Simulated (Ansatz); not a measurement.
## ReB2, space group P6_3/mmc: a convergence test of the plane-wave cutoff, step by step

Computed with Ansatz 0.2.0, Python API.

Run as a notebook:

In [1]:
```python
import csv

import ansatz as az

XC = 'pbesol'
KGRID = (5, 5, 2)
OCCUPATIONS = 'Fermi-Dirac'
WIDTH_EV = 0.2
```

In [2]:
```python
crystal = (
    az.Lattice.from_parameters(2.9, 2.9, 7.478, alpha=90.0, beta=90.0, gamma=120.0)
    .atom('Re', [1 / 3, 2 / 3, 0.25])
    .atom('Re', [2 / 3, 1 / 3, 0.75])
    .atom('B', [1 / 3, 2 / 3, 0.548])
    .atom('B', [2 / 3, 1 / 3, 0.048])
    .atom('B', [1 / 3, 2 / 3, 0.952])
    .atom('B', [2 / 3, 1 / 3, 0.452])
)
```

In [3]:
```python
[site.symbol for site in crystal.resolved().sites]
```
Out [3]:
```text
['Re', 'Re', 'B', 'B', 'B', 'B']
```

In [4]:
```python
setup = (
    crystal.calculation()
    .functional(XC)
    .kpoints(*KGRID)  # sampling of the Brillouin zone
    .occupations(OCCUPATIONS, width=WIDTH_EV)  # smearing steadies the SCF of a metal
)
```

In [5]:
```python
rows = []
for value in [300, 350, 400, 450]:
    rep = setup.basis(value).run().report
    rows.append((value, rep['free_energy_ev'] / len(rep['lattice']['sites']), rep['n_iterations'], rep['n_pw']))
```
```text
DeckWarning: basis.ecutwfc = 300 eV is below the records' recommended 420 eV, and the density's cutoff is lower with it unless basis.ecutrho_ratio is high enough to keep the records' density cutoff: compare with a run at a higher cutoff
DeckWarning: basis.ecutwfc = 350 eV is below the records' recommended 420 eV, and the density's cutoff is lower with it unless basis.ecutrho_ratio is high enough to keep the records' density cutoff: compare with a run at a higher cutoff
DeckWarning: basis.ecutwfc = 400 eV is below the records' recommended 420 eV, and the density's cutoff is lower with it unless basis.ecutrho_ratio is high enough to keep the records' density cutoff: compare with a run at a higher cutoff
```

In [6]:
```python
with open('ecut.csv', 'w', newline='') as handle:
    writer = csv.writer(handle)
    writer.writerow(['cutoff (eV)', 'F/atom (eV)', 'iterations', 'plane waves'])
    writer.writerows([round(v, 5) if isinstance(v, float) else v for v in row] for row in rows)
```

In [7]:
```python
# the last row is the reference
for row in rows[:-1]:
    shift = 1000 * (row[1] - rows[-1][1])
    print(f'{row[0]}: {shift:+.2f} meV/atom' + ('  (within 5 meV)' if abs(shift) < 5 else ''))
```
```text
300: +85.15 meV/atom
350: +12.95 meV/atom
400: +2.23 meV/atom  (within 5 meV)
```

`ecut.csv`, as written:
```csv
cutoff (eV),F/atom (eV),iterations,plane waves
300,-3681.27019,6,639
350,-3681.34239,6,833
400,-3681.35311,6,997
450,-3681.35534,6,1153
```

From 400 eV on it stays within 5 meV an atom of the value at 450 eV; the first row (300 eV) is off by 85.2 meV and the last but one by 2.23 meV. The energy falls steadily, as expected when plane waves are added.

Caveats:
- The mesh is modest for a metal, so energies can be off by several to tens of meV an atom and pressures by half a GPa or more; differences at equal mesh fare better.
- A Fermi-Dirac width this large means warm electrons, whose thermal share enters the free energy.
- Spin-orbit coupling, which matters for elements this heavy, is left out.
- The starting cell is as deposited in a crystallographic database; the results hold for this polymorph, which needn't be the stable one.
- Warnings are shown shortened and without file and line.
- Shifts are counted from the last row, which is itself no proven limit.
- Finished in 3.4 s on 1 thread of Arm Neoverse V2 (shared host), peak memory 0.35 GiB.
